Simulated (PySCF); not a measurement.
# Cl4NW ([W(N)Cl4]2-): the cost of one run

Programs: PySCF 2.14.0, with routines of our own; each step states its level. All values are computed. Atoms count from 0.

## (1) The starting structure

6 atoms, charge -2, states of the metal's open shell are computed; geometry from: model start, shaken.

## (2) Geometry optimisation at PBE0-D3(BJ)/def2-TZVP

The job: settings as JSON, then the geometry in Å.

```
{"job": {"xc": "PBE0", "basis": "def2-TZVP", "d3": "d3bj", "grid": 1, "maxiter": 45, "solvent": "water", "kind": "geom"}, "charge": -2, "metal": "W", "open_shell": "d1"}
W      0.000020     0.004480    -0.004110
N     -0.013360    -0.006820     1.595130
Cl     2.236420     0.020100    -0.401560
Cl    -2.244820     0.007350    -0.388830
Cl     0.001580     2.221560    -0.394620
Cl     0.010430    -2.255680    -0.401050
```

Started as:

```console
$ OMP_NUM_THREADS=1 python lf_run.py task.json out
```

One launch serves the whole session: the jobs run in the order shown.

**Question.** How long does this first job take on 1 thread of Intel Xeon at 2.50GHz, shared host, and how much memory does it need?

About 25 min, with a peak of 1.4 GiB.
